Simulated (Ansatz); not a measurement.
# CH9BGeOSi: two geometries relaxed

Are the two ends of the rotation by 120° about the B1–Ge2 bond separate minima, and which lies lower? Each is relaxed from a guess. SMILES of the start: [BH2][Ge]([CH3])([OH])[SiH3].

All numbers below are computed with Ansatz 0.2.0 (RKS PBE0/def2-SVP).

## (1) The system as given

Bond lengths: B1–Ge2 1.989 Å, Ge2–C3 1.973 Å, Ge2–O4 1.764 Å, Ge2–Si5 2.324 Å, B1–H6 1.180 Å, B1–H7 1.205 Å, C3–H8 1.134 Å, C3–H9 1.100 Å, C3–H10 1.090 Å, O4–H11 0.977 Å, Si5–H12 1.506 Å, Si5–H13 1.490 Å, Si5–H14 1.432 Å. Angles (14 of 22 angles, heavy atoms first): B1–Ge2–C3 111.0°, B1–Ge2–O4 108.9°, B1–Ge2–Si5 108.5°, C3–Ge2–O4 111.4°, C3–Ge2–Si5 109.4°, O4–Ge2–Si5 107.5°, Ge2–B1–H6 123.4°, Ge2–B1–H7 120.0°, Ge2–C3–H8 106.1°, Ge2–C3–H9 106.5°, Ge2–C3–H10 106.7°, Ge2–O4–H11 107.0°, Ge2–Si5–H12 108.6°, Ge2–Si5–H13 107.1°.

Structure file:

```xyz
14

B    -0.3126    1.3631    1.6110
Ge   -0.2160   -0.1815    0.3622
C    -1.5410   -0.0015   -1.0891
O    -0.4580   -1.6709    1.2751
Si    1.9202   -0.2614   -0.5499
H     0.5681    2.1345    1.7596
H    -1.3523    1.6305    2.1594
H    -1.2688    0.9468   -1.6478
H    -2.5273    0.0524   -0.6058
H    -1.4212   -0.8733   -1.7326
H    -0.4471   -2.4053    0.6311
H     2.9188   -0.3727    0.5720
H     2.1238    1.0094   -1.3007
H     2.0006   -1.3994   -1.4157
```

## (2) Relaxing end A

The input, input.yaml:

```yaml
crystal:
  periodic: [false, false, false]
  atoms:
    - { symbol: B, position_ang: [-0.3126, 1.3631, 1.611] }
    - { symbol: Ge, position_ang: [-0.216, -0.1815, 0.3622] }
    - { symbol: C, position_ang: [-1.541, -0.0015, -1.0891] }
    - { symbol: O, position_ang: [-0.458, -1.6709, 1.2751] }
    - { symbol: Si, position_ang: [1.9202, -0.2614, -0.5499] }
    - { symbol: H, position_ang: [0.5681, 2.1345, 1.7596] }
    - { symbol: H, position_ang: [-1.3523, 1.6305, 2.1594] }
    - { symbol: H, position_ang: [-1.2688, 0.9468, -1.6478] }
    - { symbol: H, position_ang: [-2.5273, 0.0524, -0.6058] }
    - { symbol: H, position_ang: [-1.4212, -0.8733, -1.7326] }
    - { symbol: H, position_ang: [-0.4471, -2.4053, 0.6311] }
    - { symbol: H, position_ang: [2.9188, -0.3727, 0.572] }
    - { symbol: H, position_ang: [2.1238, 1.0094, -1.3007] }
    - { symbol: H, position_ang: [2.0006, -1.3994, -1.4157] }
basis:
  gaussian: { orbitals: def2-SVP }
hamiltonian:
  xc: pbe0
relax:
  f_tol: 0.015
  max_steps: 40
```

Started as:

```
ansatz run input.yaml --threads 2 --pin off --max-ram 3072MiB --backend cpu --events-out ev --progress --plain --runs-dir out
```

The program printed (excerpt; [...] marks lines left out):

```text
Warning: RAYON_NUM_THREADS=2 ignored (pool sized by the plan → 2); use --threads N
[...]
Functional definition: PBE0
[...]
1465 factors; integrals over basis functions are off by at most 3.6e-4 eV
[...]
mean field -68274.57488139 eV, -2509.0443487221 hartree, gradient 4.8e-5 eV, S^2 0.000000; 0 other end points of the search recorded, 0 dependent functions left out
[...]
reference -68274.57491342 eV, -2509.0443498991 hartree; 37, 37 occupied and 100, 100 virtual orbitals, 1465 factors
relax step   1: F+E_penalty+E_count = -68274.57488139 eV  Δ(F+E_penalty+E_count) = +0.000e0 eV  max|allowed force component| = 1.409e0 eV/Å  Δτ_max = 0.0000 Å  (26 SCF iters, accepted)
[...]
relax step   3: F+E_penalty+E_count = -68274.88793483 eV  Δ(F+E_penalty+E_count) = -3.798e-2 eV  max|allowed force component| = 3.956e-1 eV/Å  Δτ_max = 0.0616 Å  (30 SCF iters, accepted)
[...]
relax step   5: F+E_penalty+E_count = -68274.93507580 eV  Δ(F+E_penalty+E_count) = -1.791e-2 eV  max|allowed force component| = 1.576e-1 eV/Å  Δτ_max = 0.2000 Å  (29 SCF iters, accepted)
[...]
relax step   7: F+E_penalty+E_count = -68274.96888965 eV  Δ(F+E_penalty+E_count) = -3.089e-2 eV  max|allowed force component| = 1.298e-1 eV/Å  Δτ_max = 0.2000 Å  (29 SCF iters, accepted)
[...]
relax step   9: F+E_penalty+E_count = -68274.95721258 eV  Δ(F+E_penalty+E_count) = +2.458e-2 eV  max|allowed force component| = 3.886e-1 eV/Å  Δτ_max = 0.1502 Å  (28 SCF iters, rejected (line search))
[...]
relax step  10: F+E_penalty+E_count = -68274.98640845 eV  Δ(F+E_penalty+E_count) = -4.611e-3 eV  max|allowed force component| = 1.217e-1 eV/Å  Δτ_max = 0.0751 Å  (29 SCF iters, accepted)
[...]
1465 factors; integrals over basis functions are off by at most 4.8e-4 eV
```

## (3) The output, continued: end point A relaxed

Output, continued:

```text
mean field -68274.98975517 eV, -2509.0595950522 hartree, gradient 1.0e-5 eV, S^2 0.000000; 0 other end points of the search recorded, 0 dependent functions left out
the calculation of the forces begins
reference -68274.98978789 eV, -2509.0595962548 hartree; 37, 37 occupied and 100, 100 virtual orbitals, 1465 factors
relax step  11: F+E_penalty+E_count = -68274.98975517 eV  Δ(F+E_penalty+E_count) = -3.347e-3 eV  max|allowed force component| = 1.310e-1 eV/Å  Δτ_max = 0.0983 Å  (29 SCF iters, accepted)
these checks for a lower state are left out or cut short: starts, cluster_reference, orbital_swaps, neighbouring_geometries, increment
1465 factors; integrals over basis functions are off by at most 4.8e-4 eV
mean field -68274.99197531 eV, -2509.0596766408 hartree, gradient 9.7e-6 eV, S^2 0.000000; 0 other end points of the search recorded, 0 dependent functions left out
the calculation of the forces begins
reference -68274.99200805 eV, -2509.0596778439 hartree; 37, 37 occupied and 100, 100 virtual orbitals, 1465 factors
relax step  12: F+E_penalty+E_count = -68274.99197531 eV  Δ(F+E_penalty+E_count) = -2.220e-3 eV  max|allowed force component| = 9.981e-2 eV/Å  Δτ_max = 0.0629 Å  (30 SCF iters, accepted)
these checks for a lower state are left out or cut short: starts, cluster_reference, orbital_swaps, neighbouring_geometries, increment
1465 factors; integrals over basis functions are off by at most 4.8e-4 eV
mean field evaluation 96: about -68274.9934 eV, gradient 3.2e-5 eV
mean field -68274.99341472 eV, -2509.0597295384 hartree, gradient 8.9e-6 eV, S^2 0.000000; 0 other end points of the search recorded, 0 dependent functions left out
the calculation of the forces begins
reference -68274.99344749 eV, -2509.0597307426 hartree; 37, 37 occupied and 100, 100 virtual orbitals, 1465 factors
relax step  13: F+E_penalty+E_count = -68274.99341472 eV  Δ(F+E_penalty+E_count) = -1.439e-3 eV  max|allowed force component| = 1.253e-1 eV/Å  Δτ_max = 0.0769 Å  (29 SCF iters, accepted)
these checks for a lower state are left out or cut short: starts, cluster_reference, orbital_swaps, neighbouring_geometries, increment
1465 factors; integrals over basis functions are off by at most 4.8e-4 eV
mean field -68274.99450883 eV, -2509.0597697460 hartree, gradient 8.9e-6 eV, S^2 0.000000; 0 other end points of the search recorded, 0 dependent functions left out
the calculation of the forces begins
reference -68274.99454161 eV, -2509.0597709508 hartree; 37, 37 occupied and 100, 100 virtual orbitals, 1465 factors
relax step  14: F+E_penalty+E_count = -68274.99450883 eV  Δ(F+E_penalty+E_count) = -1.094e-3 eV  max|allowed force component| = 9.372e-2 eV/Å  Δτ_max = 0.0709 Å  (29 SCF iters, accepted)
these checks for a lower state are left out or cut short: starts, cluster_reference, orbital_swaps, neighbouring_geometries, increment
1465 factors; integrals over basis functions are off by at most 4.8e-4 eV
mean field -68274.99492467 eV, -2509.0597850281 hartree, gradient 9.2e-6 eV, S^2 0.000000; 0 other end points of the search recorded, 0 dependent functions left out
the calculation of the forces begins
reference -68274.99495751 eV, -2509.0597862346 hartree; 37, 37 occupied and 100, 100 virtual orbitals, 1465 factors
relax step  15: F+E_penalty+E_count = -68274.99492467 eV  Δ(F+E_penalty+E_count) = -4.158e-4 eV  max|allowed force component| = 8.849e-2 eV/Å  Δτ_max = 0.0474 Å  (30 SCF iters, accepted)
these checks for a lower state are left out or cut short: starts, cluster_reference, orbital_swaps, neighbouring_geometries, increment
1465 factors; integrals over basis functions are off by at most 4.9e-4 eV
mean field -68274.99526720 eV, -2509.0597976157 hartree, gradient 9.9e-6 eV, S^2 0.000000; 0 other end points of the search recorded, 0 dependent functions left out
the calculation of the forces begins
reference -68274.99530000 eV, -2509.0597988209 hartree; 37, 37 occupied and 100, 100 virtual orbitals, 1465 factors
relax step  16: F+E_penalty+E_count = -68274.99526720 eV  Δ(F+E_penalty+E_count) = -3.425e-4 eV  max|allowed force component| = 1.656e-2 eV/Å  Δτ_max = 0.0173 Å  (30 SCF iters, accepted)
these checks for a lower state are left out or cut short: starts, cluster_reference, orbital_swaps, neighbouring_geometries, increment
1465 factors; integrals over basis functions are off by at most 4.9e-4 eV
mean field -68274.99535285 eV, -2509.0598007634 hartree, gradient 1.1e-5 eV, S^2 0.000000; 0 other end points of the search recorded, 0 dependent functions left out
the calculation of the forces begins
reference -68274.99538565 eV, -2509.0598019688 hartree; 37, 37 occupied and 100, 100 virtual orbitals, 1465 factors
relax step  17: F+E_penalty+E_count = -68274.99535285 eV  Δ(F+E_penalty+E_count) = -8.565e-5 eV  max|allowed force component| = 1.148e-2 eV/Å  Δτ_max = 0.0061 Å  (24 SCF iters, accepted)
1465 factors; integrals over basis functions are off by at most 4.9e-4 eV
mean field evaluation 128: about -68274.9954 eV, gradient 1.1e-5 eV
mean field -68274.99535285 eV, -2509.0598007634 hartree, gradient 1.1e-5 eV, S^2 0.000000; 1 other end points of the search recorded, 0 dependent functions left out
the calculation of the forces begins
reference -68274.99538565 eV, -2509.0598019688 hartree; 37, 37 occupied and 100, 100 virtual orbitals, 1465 factors
Total energy: -68274.99538565 eV, -2509.0598019688 hartree
Atom 0 at    -0.364565     1.408944     1.705387 Å, force     0.000182     0.005129    -0.000126 eV/Å
Atom 1 at    -0.291780    -0.124917     0.356798 Å, force     0.004000     0.002447    -0.008871 eV/Å
Atom 2 at    -1.506605     0.066061    -1.175439 Å, force     0.001164     0.001188     0.002273 eV/Å
Atom 3 at    -0.672072    -1.659058     1.221034 Å, force    -0.001982    -0.011476     0.006190 eV/Å
Atom 4 at     1.961365    -0.301243    -0.485387 Å, force    -0.000984     0.000786    -0.001097 eV/Å
Atom 5 at    -0.311831     2.551673     1.314322 Å, force    -0.000621    -0.000507     0.000583 eV/Å
Atom 6 at    -0.388789     1.201542     2.893674 Å, force    -0.000086    -0.001995     0.001176 eV/Å
Atom 7 at    -1.304275     1.011340    -1.700784 Å, force    -0.000509     0.001175    -0.001830 eV/Å
Atom 8 at    -2.551034     0.069483    -0.830702 Å, force    -0.000446    -0.001236    -0.001042 eV/Å
Atom 9 at    -1.374198    -0.763756    -1.885046 Å, force    -0.000679     0.000170     0.000379 eV/Å
Atom 10 at    -0.552926    -2.433018     0.660479 Å, force    -0.000440     0.005180     0.000670 eV/Å
Atom 11 at     2.965346    -0.369533     0.620479 Å, force     0.001191     0.000015     0.001498 eV/Å
Atom 12 at     2.297717     0.864431    -1.362819 Å, force    -0.000418    -0.000077     0.000550 eV/Å
Atom 13 at     2.080847    -1.551249    -1.303195 Å, force    -0.000372    -0.000797    -0.000354 eV/Å
Dipole moment:    -0.082701     0.043146    -0.315386 e Å
```

It took 80 s on 2 threads of Intel Xeon at 2.60GHz (Ice Lake), shared host; peak memory 0.4 GiB.

The steps of the relaxation:

```csv
step,energy from step 1 (eV),largest force component (eV/Å)
1,0.0000,1.4094
2,-0.2751,0.6893
3,-0.3131,0.3956
4,-0.3423,0.1881
5,-0.3602,0.1576
6,-0.3631,0.4175
7,-0.3940,0.1298
8,-0.4069,0.1927
9x,-0.3823,0.3886
10,-0.4115,0.1217
11,-0.4149,0.1310
12,-0.4171,0.0998
13,-0.4185,0.1253
14,-0.4196,0.0937
15,-0.4200,0.0885
16,-0.4204,0.0166
17,-0.4205,0.0115
```

Step 1 is the start. 1 step was tried and not accepted (marked x).

After: Bond lengths: B1–Ge2 2.044 Å, Ge2–C3 1.965 Å, Ge2–O4 1.801 Å, Ge2–Si5 2.412 Å, B1–H6 1.209 Å, B1–H7 1.206 Å, C3–H8 1.100 Å, C3–H9 1.100 Å, C3–H10 1.100 Å, O4–H11 0.963 Å, Si5–H12 1.495 Å, Si5–H13 1.497 Å, Si5–H14 1.499 Å. Angles (14 of 22 angles, heavy atoms first): B1–Ge2–C3 114.8°, B1–Ge2–O4 108.4°, B1–Ge2–Si5 108.6°, C3–Ge2–O4 109.1°, C3–Ge2–Si5 108.2°, O4–Ge2–Si5 107.6°, Ge2–B1–H6 119.6°, Ge2–B1–H7 121.4°, Ge2–C3–H8 110.0°, Ge2–C3–H9 110.1°, Ge2–C3–H10 110.8°, Ge2–O4–H11 112.3°, Ge2–Si5–H12 111.9°, Ge2–Si5–H13 111.0°.

## (4) Relaxing end B

The second end starts from a geometry with the move made by hand.

The input, input.yaml:

```yaml
crystal:
  periodic: [false, false, false]
  atoms:
    - { symbol: B, position_ang: [-0.3126, 1.3631, 1.611] }
    - { symbol: Ge, position_ang: [-0.216, -0.1815, 0.3622] }
    - { symbol: C, position_ang: [1.57215, -0.3138, -0.46201] }
    - { symbol: O, position_ang: [-1.4774, -0.0098, -0.85831] }
    - { symbol: Si, position_ang: [-0.6602, -2.12546, 1.55609] }
    - { symbol: H, position_ang: [0.5681, 2.1345, 1.7596] }
    - { symbol: H, position_ang: [-1.3523, 1.6305, 2.1594] }
    - { symbol: H, position_ang: [2.30045, -0.4785, 0.39121] }
    - { symbol: H, position_ang: [1.74086, 0.6335, -0.99438] }
    - { symbol: H, position_ang: [1.55019, -1.1825, -1.12031] }
    - { symbol: H, position_ang: [-1.37798, -0.75781, -1.47863] }
    - { symbol: H, position_ang: [-2.01619, -1.9965, 2.19868] }
    - { symbol: H, position_ang: [0.39729, -2.25084, 2.59823] }
    - { symbol: H, position_ang: [-0.6326, -3.23158, 0.64677] }
basis:
  gaussian: { orbitals: def2-SVP }
hamiltonian:
  xc: pbe0
relax:
  f_tol: 0.015
  max_steps: 40
```

Started as:

```
ansatz run input.yaml --threads 2 --pin off --max-ram 3072MiB --backend cpu --events-out ev --progress --plain --runs-dir out
```

The program printed (excerpt; [...] marks lines left out):

```text
Warning: RAYON_NUM_THREADS=2 ignored (pool sized by the plan → 2); use --threads N
[...]
[... 1 set-up line as earlier in the session ...]
[...]
1465 factors; integrals over basis functions are off by at most 3.2e-4 eV
[...]
mean field -68274.61162337 eV, -2509.0456989648 hartree, gradient 8.1e-5 eV, S^2 0.000000; 0 other end points of the search recorded, 0 dependent functions left out
[...]
reference -68274.61165560 eV, -2509.0457001494 hartree; 37, 37 occupied and 100, 100 virtual orbitals, 1465 factors
relax step   1: F+E_penalty+E_count = -68274.61162337 eV  Δ(F+E_penalty+E_count) = +0.000e0 eV  max|allowed force component| = 1.268e0 eV/Å  Δτ_max = 0.0000 Å  (26 SCF iters, accepted)
[...]
relax step   4: F+E_penalty+E_count = -68274.93469864 eV  Δ(F+E_penalty+E_count) = -1.378e-2 eV  max|allowed force component| = 1.374e-1 eV/Å  Δτ_max = 0.0392 Å  (30 SCF iters, accepted)
[...]
Atom 4 at    -0.613865    -2.143136     1.615923 Å, force     0.001953     0.013041    -0.004359 eV/Å
Atom 5 at     0.464552     1.698192     2.438116 Å, force     0.004145     0.000756     0.004874 eV/Å
Atom 6 at    -1.384310     2.157981     1.605561 Å, force    -0.005734     0.006939     0.000782 eV/Å
Atom 7 at     2.350876    -0.344011     0.260852 Å, force     0.004123    -0.001467    -0.000213 eV/Å
Atom 8 at     1.749112     0.581668    -1.146040 Å, force    -0.000378     0.000349    -0.000186 eV/Å
Atom 9 at     1.610038    -1.198521    -1.121615 Å, force     0.002485    -0.006369    -0.002548 eV/Å
Atom 10 at    -1.496518    -0.788811    -1.471963 Å, force    -0.001655    -0.012158    -0.012129 eV/Å
Atom 11 at    -1.894572    -2.062651     2.382762 Å, force    -0.006042    -0.001489     0.004055 eV/Å
Atom 12 at     0.500814    -2.415318     2.577137 Å, force     0.004701    -0.002169     0.004684 eV/Å
Atom 13 at    -0.707856    -3.299938     0.668692 Å, force     0.000681    -0.005986    -0.005430 eV/Å
Dipole moment:     0.293639    -0.136933    -0.062605 e Å
```

It took 62 s on 2 threads of Intel Xeon at 2.60GHz (Ice Lake), shared host; peak memory 0.4 GiB.

Step by step:

```csv
step,energy from step 1 (eV),largest force component (eV/Å)
1,0.0000,1.2680
2,-0.2190,1.2382
3,-0.3093,0.3481
4,-0.3231,0.1374
5,-0.3475,0.1912
6,-0.3682,0.1250
7,-0.3757,0.1412
8,-0.3791,0.3274
9,-0.3827,0.1070
10x,-0.3816,0.1256
11,-0.3835,0.0325
12,-0.3836,0.0380
13,-0.3837,0.0130
```

Step 1 is the start. 1 step was tried and not accepted (marked x).

After: Bond lengths: B1–Ge2 2.044 Å, Ge2–C3 1.964 Å, Ge2–O4 1.802 Å, Ge2–Si5 2.412 Å, B1–H6 1.209 Å, B1–H7 1.206 Å, C3–H8 1.100 Å, C3–H9 1.100 Å, C3–H10 1.100 Å, O4–H11 0.963 Å, Si5–H12 1.495 Å, Si5–H13 1.497 Å, Si5–H14 1.498 Å. Angles (14 of 22 angles, heavy atoms first): B1–Ge2–C3 114.9°, B1–Ge2–O4 108.3°, B1–Ge2–Si5 108.5°, C3–Ge2–O4 109.1°, C3–Ge2–Si5 108.3°, O4–Ge2–Si5 107.5°, Ge2–B1–H6 119.8°, Ge2–B1–H7 121.2°, Ge2–C3–H8 110.0°, Ge2–C3–H9 110.1°, Ge2–C3–H10 110.8°, Ge2–O4–H11 112.2°, Ge2–Si5–H12 111.8°, Ge2–Si5–H13 110.9°.

## (5) Outcome

```
                           quantity                     value
                              end A  15 moves, 0.420 eV lower
                              end B  11 moves, 0.384 eV lower
largest difference between the ends                    0.02 Å
            end B relative to end A                 +0.000 eV
```

Both starts fell into the same minimum (no atom differs by more than 0.02 Å), so from this start no second minimum was found and no band was run; another arrangement could still be one.
